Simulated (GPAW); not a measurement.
# BiTe (Fm-3m) in GPAW: single point with PBE

Aim: the single point of BiTe with PBE.

Everything below comes from runs of GPAW 26.7.0. Logs are shortened: lines on timing, memory, paths and dates and some standing lists are left out, and cuts for length are marked. The log counts tension as positive stress, the text compression.

**1. The crystal as given**

The structure is cubic, space group Fm-3m (No. 225). The conventional cell has a = 6.470 Å, b = 6.470 Å, c = 6.470 Å, α = 90.00°, β = 90.00°, γ = 90.00°. Bi (site symmetry m-3m) has 6 Te at 3.23 Å as nearest neighbours. Around Te (site symmetry m-3m) lie 6 Bi at 3.23 Å.

**2. Single point, PBE**

Contents of run.py:

```python
from ase.dft.bandgap import bandgap
from ase.io import read, write
from ase.units import GPa
from gpaw import GPAW, PW

atoms = read('BiTe.xyz')

calc = GPAW(mode=PW(500),
            xc='PBE',
            kpts={'size': (6, 6, 6), 'gamma': True},
            occupations={'name': 'fermi-dirac', 'width': 0.05},
            nbands=20,
            maxiter=120,
            txt='gpaw.txt')
atoms.calc = calc
energy = atoms.get_potential_energy()
forces = atoms.get_forces()
stress = atoms.get_stress()
calc.write('gs.gpw')
write('result.traj', atoms)
print(f'Energy: {energy:.6f} eV')
print('Forces (eV/A):')
print(forces.round(4))
print('Stress (GPa):', (stress / GPa).round(3))
print('Fermi level:', round(calc.get_fermi_level(), 4), 'eV')
print(f'Gap: {bandgap(calc)[0]:.4f} eV, direct: {bandgap(calc, direct=True)[0]:.4f} eV')
```

Contents of BiTe.xyz:

```xyz
2
Lattice="0.0000000000 3.2350000000 3.2350000000 3.2350000000 0.0000000000 3.2350000000 3.2350000000 3.2350000000 0.0000000000" Properties=species:S:1:pos:R:3 pbc="T T T"
Bi     0.0000000000      0.0000000000      0.0000000000
Te     3.2350000000      3.2350000000      3.2350000000
```

Potentials or basis: GPAW PAW data sets (gpaw-data 1.2.1), pw.

Launch:

```bash
$ OMP_NUM_THREADS=1 python run.py
```

gpaw.txt:

```text
__  _  _
 | _ |_)|_||  |
 |__||  | ||/\| - 26.7.0

Input parameters:
  mode=PW(ecut=500.0),
  kpts=MonkhorstPack(size=(6, 6, 6), gamma=True),
  maxiter=120,
  nbands=20,
  occupations=Occupations(name='fermi-dirac', width=0.05),
  xc=XC(name='PBE')

Diagonalizing LCAO Hamiltonian
Converting LCAO to pw mode

                 Te

       Bi

Atoms  # Å, Bohr magnetons
|   | symbol |        x |        y |        z |    initial magnetic moments |
|---|--------|----------|----------|----------|-----------------------------|
| 0 |     Bi | 0.000000 | 0.000000 | 0.000000 | ( 0.0000,  0.0000,  0.0000) |
| 1 |     Te | 3.235000 | 3.235000 | 3.235000 | ( 0.0000,  0.0000,  0.0000) |

Unit cell  # Å
| periodic |        x |        y |        z |  lengths |    angles |
|----------|----------|----------|----------|----------|-----------|
|      yes | 0.000000 | 3.235000 | 3.235000 | 4.574981 | 60.000000 |
|      yes | 3.235000 | 0.000000 | 3.235000 | 4.574981 | 60.000000 |
|      yes | 3.235000 | 3.235000 | 0.000000 | 4.574981 | 60.000000 |

Number of symmetries: 48
Symmetry operations  # r_c * U_cc + t_c -> r_c
|    | kind |            matrix            |
|----|------|------------------------------|
|  0 |  σ   |  1, 0, 0,  1, 0,-1,  1,-1, 0 |
|  1 |  C2  |  1, 0, 0,  1,-1, 0,  1, 0,-1 |
|  2 |  E   |  1, 0, 0,  0, 1, 0,  0, 0, 1 |
|  3 |  σ   |  1, 0, 0,  0, 0, 1,  0, 1, 0 |
|  4 |  C4  |  1, 0,-1,  1, 0, 0,  1,-1, 0 |
|  5 |  S6  |  1, 0,-1,  1,-1, 0,  1, 0, 0 |
|  6 |  σ   |  1, 0,-1,  0, 1,-1,  0, 0,-1 |
|  7 |  C3  |  1, 0,-1,  0, 0,-1,  0, 1,-1 |
|  8 |  S6  |  1,-1, 0,  1, 0, 0,  1, 0,-1 |
|  9 |  C4  |  1,-1, 0,  1, 0,-1,  1, 0, 0 |
| 10 |  C3  |  1,-1, 0,  0,-1, 1,  0,-1, 0 |
| 11 |  σ   |  1,-1, 0,  0,-1, 0,  0,-1, 1 |
| 12 |  σ   |  0, 1, 0,  1, 0, 0,  0, 0, 1 |
| 13 |  C4  |  0, 1, 0,  0, 1,-1, -1, 1, 0 |
| 14 |  C3  |  0, 1, 0,  0, 0, 1,  1, 0, 0 |
| 15 |  S6  |  0, 1, 0, -1, 1, 0,  0, 1,-1 |
| 16 |  C2  |  0, 1,-1,  1, 0,-1,  0, 0,-1 |
| 17 |  σ   |  0, 1,-1,  0, 1, 0, -1, 1, 0 |
| 18 |  S4  |  0, 1,-1,  0, 0,-1,  1, 0,-1 |
| 19 |  C4  |  0, 1,-1, -1, 1, 0,  0, 1, 0 |
| 20 |  C3  |  0, 0, 1,  1, 0, 0,  0, 1, 0 |
| 21 |  σ   |  0, 0, 1,  0, 1, 0,  1, 0, 0 |
| 22 |  S6  |  0, 0, 1,  0,-1, 1, -1, 0, 1 |
| 23 |  C4  |  0, 0, 1, -1, 0, 1,  0,-1, 1 |
| 24 |  S4  |  0, 0,-1,  1, 0,-1,  0, 1,-1 |
| 25 |  C3  |  0, 0,-1,  0, 1,-1,  1, 0,-1 |
| 26 |  C2  |  0, 0,-1,  0,-1, 0, -1, 0, 0 |
| 27 |  S6  |  0, 0,-1, -1, 0, 0,  0,-1, 0 |
| 28 |  S4  |  0,-1, 1,  1,-1, 0,  0,-1, 0 |
| 29 |  C4  |  0,-1, 1,  0, 0, 1, -1, 0, 1 |
| 30 |  C2  |  0,-1, 1,  0,-1, 0,  1,-1, 0 |
| 31 |  σ   |  0,-1, 1, -1, 0, 1,  0, 0, 1 |
| 32 |  C3  |  0,-1, 0,  1,-1, 0,  0,-1, 1 |
| 33 |  S6  |  0,-1, 0,  0, 0,-1, -1, 0, 0 |
| 34 |  S4  |  0,-1, 0,  0,-1, 1,  1,-1, 0 |
| 35 |  C2  |  0,-1, 0, -1, 0, 0,  0, 0,-1 |
| 36 |  C2  | -1, 1, 0,  0, 1, 0,  0, 1,-1 |
| 37 |  S6  | -1, 1, 0,  0, 1,-1,  0, 1, 0 |
| 38 |  S4  | -1, 1, 0, -1, 0, 1, -1, 0, 0 |
| 39 |  C3  | -1, 1, 0, -1, 0, 0, -1, 0, 1 |
| 40 |  S6  | -1, 0, 1,  0, 0, 1,  0,-1, 1 |
| 41 |  C2  | -1, 0, 1,  0,-1, 1,  0, 0, 1 |
| 42 |  C3  | -1, 0, 1, -1, 1, 0, -1, 0, 0 |
| 43 |  S4  | -1, 0, 1, -1, 0, 0, -1, 1, 0 |
| 44 |  C2  | -1, 0, 0,  0, 0,-1,  0,-1, 0 |
| 45 |  i   | -1, 0, 0,  0,-1, 0,  0, 0,-1 |
| 46 |  σ   | -1, 0, 0, -1, 1, 0, -1, 0, 1 |
| 47 |  C2  | -1, 0, 0, -1, 0, 1, -1, 1, 0 |

BZ-sampling:
  Number of BZ points: 216
  Number of IBZ points: 16

  Monkhorst-Pack size: [6, 6, 6]
  Monkhorst-Pack shift: [0.08333333333333333, 0.08333333333333333, 0.08333333333333333]

K-points  # in reciprocal-cell coordinates
|     |                                coordinates |     weight |
|-----|--------------------------------------------|------------|
|   0 | (  0.00000000,   0.00000000,   0.00000000) | 0.00462963 |
|   1 | (  0.16666667,   0.16666667,   0.00000000) | 0.02777778 |
|   2 | (  0.16666667,   0.16666667,   0.16666667) | 0.03703704 |
|   3 | (  0.33333333,   0.16666667,   0.16666667) | 0.05555556 |
|   4 | (  0.33333333,   0.33333333,  -0.33333333) | 0.05555556 |
|   5 | (  0.33333333,   0.33333333,   0.00000000) | 0.02777778 |
|   6 | (  0.33333333,   0.33333333,   0.16666667) | 0.11111111 |
|   7 | (  0.33333333,   0.33333333,   0.33333333) | 0.03703704 |
|   8 | (  0.50000000,   0.33333333,  -0.33333333) | 0.11111111 |
|   9 | (  0.50000000,   0.33333333,  -0.16666667) | 0.05555556 |
| ... |                                            |            |
|  15 | (  0.50000000,   0.50000000,   0.50000000) | 0.01851852 |

Plane wave coefficients: 1759
Cutoff: 500.0 eV

Spin-components: 1 (collinear spins)
Bands:           20
Projectors:      11
Spin-degeneracy: 2
Datatype:        complex128

Parallelization:
  kpt:    1
  domain: 1
  band:   1

Density:
  Valence electrons: 21.0
  Components: 1
  Grid points: [24 24 24]
  Charge: 0.0  # |e|

Potential:
  Grid points: [24 24 24]

species:
  Bi:
    name:    Bismuth
    Z:       83.0
    valence: 15
    core:    68
    charge:  0.0  # [|e|]
    compensation charges:
      type: gauss
      rc: 0.38  # [Å]
      lmax: 2
    cutoffs:
      filter: 2.23  # [Å]
      core: 2.33  # [Å]
    projectors
    | kind |    occ | energy [eV] | rcut [Å] |
    |------|--------|-------------|----------|
    |   6s |  2.000 |     -14.385 |    1.286 |
    |   6p |  3.000 |      -4.580 |    1.275 |
    |   5d | 10.000 |     -27.119 |    1.349 |
    |    s |        |      12.827 |    1.286 |
    |    p |        |      22.631 |    1.275 |
    |    d |        |       0.093 |    1.349 |

    Using partial waves for Bi as LCAO basis

  Te:
    name:    Tellurium
    Z:       52.0
    valence: 6
    core:    46
    charge:  0.0  # [|e|]
    compensation charges:
      type: gauss
      rc: 0.36  # [Å]
      lmax: 2
    cutoffs:
      filter: 2.09  # [Å]
      core: 3.17  # [Å]
    projectors
    | kind |    occ | energy [eV] | rcut [Å] |
    |------|--------|-------------|----------|
    |   5s |  2.000 |     -15.089 |    1.180 |
    |   5p |  4.000 |      -5.955 |    1.196 |
    |    s |        |      12.123 |    1.180 |
    |    p |        |      21.256 |    1.196 |
    |    d |        |       0.000 |    1.238 |

    Using partial waves for Te as LCAO basis

Reference energy: -769639.066386  # eV

eigensolver:
  PPCG
  Converge bands: occupied
  niter=2

density mixing:
  MSR1-Mixer
  Pratt-step length: 0.05
  Maximum mixing coefficient: 0.75
  Old densities: 10
  SVD Regularization: 0.005
  Good broyden scale: 1.0
  Trust region scale: 1.0
  Backstep threshold: 4.0
  History deletion threshold: 6.0
  Fourier metric: weight=20.0, sigma=0.015

occupation numbers:
  Fermi-Dirac:
    width: 0.0500  # eV

poisson solver:
  ecut: 4000.0  # eV

xc functional:
  name: PBE with 2 nearest neighbor stencil

convergence criteria:
- Maximum [total energy] change in last 3 cyles: 0.0005 eV / valence electron
- Maximum integral of absolute [dens]ity change: 0.0001 electrons / valence electron
- Maximum integral of absolute [eigenst]ate change: 4e-08 eV^2 / valence electron
maximum number of iterations: 120

SCF iterations
|iter     | |      energy | eigst |  dens |
|---------|-|-------------|-------|-------|
|iter:   1| |   -8.009442 | -0.43 |       |
|iter:   2| |   -8.009326 | -2.57 | -1.57 |
|iter:   3| |   -8.002770c| -3.15 | -1.61 |
|iter:   4| |   -8.005536c| -3.53 | -2.04 |
|iter:   5| |   -8.006037c| -4.19 | -2.42 |
|iter:   6| |   -8.006073c| -5.32 | -3.08 |
|iter:   7| |   -8.006077c| -6.38 | -3.88 |
|iter:   8| |   -8.006078c| -7.12 | -4.43c|
|iter:   9| |   -8.006078c| -7.97c| -5.13c|

Converged in 9 steps
Energy contributions relative to reference atoms: (reference = -769639.066386)

Energy contributions:
  Kinetic:          22.739317
  Coulomb:         -21.731475
  Zero:             -1.348279
  External:          0.000000
  Xc:               -7.656311
  Entropy:          -0.018660
  Spinorbit:         0.000000
  ----------------------------
  Free energy:      -8.015409
  Extrapolated:     -8.006078

dipole moment: (-25.199009, -25.199009, -25.199009)  # |e|*Ang

Fermi level: 6.312
Eigenvalues  # (at kpt = [0.000, 0.000, 0.000])
| band index |      eig [eV] | occ [0-2] |
|------------|---------------|-----------|
|          0 |       -16.920 |     2.000 |
|        ... |               |           |
|          2 |       -16.914 |     2.000 |
|          3 |       -16.914 |     2.000 |
|          4 |       -16.914 |     2.000 |
|          5 |        -7.052 |     2.000 |
|          6 |        -1.606 |     2.000 |
|          7 |         3.855 |     2.000 |
[... 8 lines left out ...]
|         16 |        12.575 |     0.000 |
|         17 |        12.986 |     0.000 |
|        ... |               |           |
|         19 |        13.101 |     0.000 |

No gap
No difference between direct/indirect transitions

Forces  # eV/Ang
|        x |        y |        z |
|----------|----------|----------|
| -0.00000 | -0.00000 | -0.00000 |  # Bi   0
|  0.00000 |  0.00000 |  0.00000 |  # Te   1

Stress tensor  # eV/Ang^3
|         x |         y |         z |
|-----------|-----------|-----------|
| -0.004099 | -0.000000 | -0.000000 |
| -0.000000 | -0.004099 |  0.000000 |
| -0.000000 |  0.000000 | -0.004099 |

# Writing to gs.gpw (mode='')
```

Run time: 8.5 s. Hardware: 1 thread of AMD EPYC 7R13 (Zen 3), shared host; peak memory 0.16 GiB.

What came out:

```yaml
Free_energy: -8.0154 eV
Pressure: 0.7 GPa
Band_gap_on_the_k_mesh: none (metal or under the smearing width)
```

Caveat: the cutoff is short for stress and forces, so pressures can be off by a GPa or more; spin-orbit coupling is left out, which moves the levels of the heavy elements.
